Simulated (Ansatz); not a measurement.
**CH2I+: functionals against CCSD(T) at one geometry**

An exercise on one series of results from a longer session: the logs are not shown, and one member is left open.

Method: single points in def2-TZVPP; program: Ansatz 0.2.0, Gaussian basis.

Cores are frozen in the correlated methods. Filled d shells of the heavier atoms are correlated. Core potentials replace the inner electrons past krypton, and spin-orbit coupling is left out. B3LYP uses VWN-RPA correlation.

## The starting structure

SMILES `[CH2+]I`, 4 atoms, charge 1, spin multiplicity 1.

Atoms are counted from 1 here; the program's logs count them from 0.

Bond lengths: C1–I2 2.017 Å, C1–H3 1.028 Å, C1–H4 1.103 Å. Angles: I2–C1–H3 121.2°, I2–C1–H4 120.4°, H3–C1–H4 117.7°.

As a file:

| atom | x (Å) | y (Å) | z (Å) |
| --- | --- | --- | --- |
| C1 | -0.2298 | 0.0295 | -0.0804 |
| I2 | 1.5880 | -0.0206 | 0.7923 |
| H3 | -0.8088 | -0.8168 | -0.1524 |
| H4 | -0.5571 | 0.9229 | -0.6378 |

The first run:

run/in.yaml

```yaml
crystal:
  periodic: [false, false, false]
  atoms:
    - {symbol: C, position_ang: [-0.229800, 0.029500, -0.080400]}
    - {symbol: I, position_ang: [1.588000, -0.020600, 0.792300]}
    - {symbol: H, position_ang: [-0.808800, -0.816800, -0.152400]}
    - {symbol: H, position_ang: [-0.557100, 0.922900, -0.637800]}
basis:
  gaussian: {orbitals: def2-TZVPP}
total_charge: 1
correlation: {method: ccsd_t}
output: {forces: true}
```

No record of the launch command was kept for these runs.

Among the steps run: CCSD(T)/def2-TZVPP; PBE0-D4/def2-TZVPP; wB97M-V/def2-TZVPP; r2SCAN-D4/def2-TZVPP; PBE-D4/def2-TZVPP; SPW92/def2-TZVPP; B3LYP-D4/def2-TZVPP.

One table of the session follows, with a row left open; its other results are not shown here.

```
   method  RMS force component (eV/Å)  angle to CCSD(T) forces (°)
  CCSD(T)                       1.339                    reference
  PBE0-D4                       1.435                          3.9
  wB97M-V                       1.448                          5.8
r2SCAN-D4                       1.353                          1.5
   PBE-D4                       1.355                          6.5
    SPW92                       1.530                          8.4
 B3LYP-D4                           ?                            ?
```

Estimate the missing values for B3LYP-D4.

The run gave: RMS force component (eV/Å): 1.296; angle to CCSD(T) forces (°): 2.5. In the column «RMS force component (eV/Å)» it is the lowest.
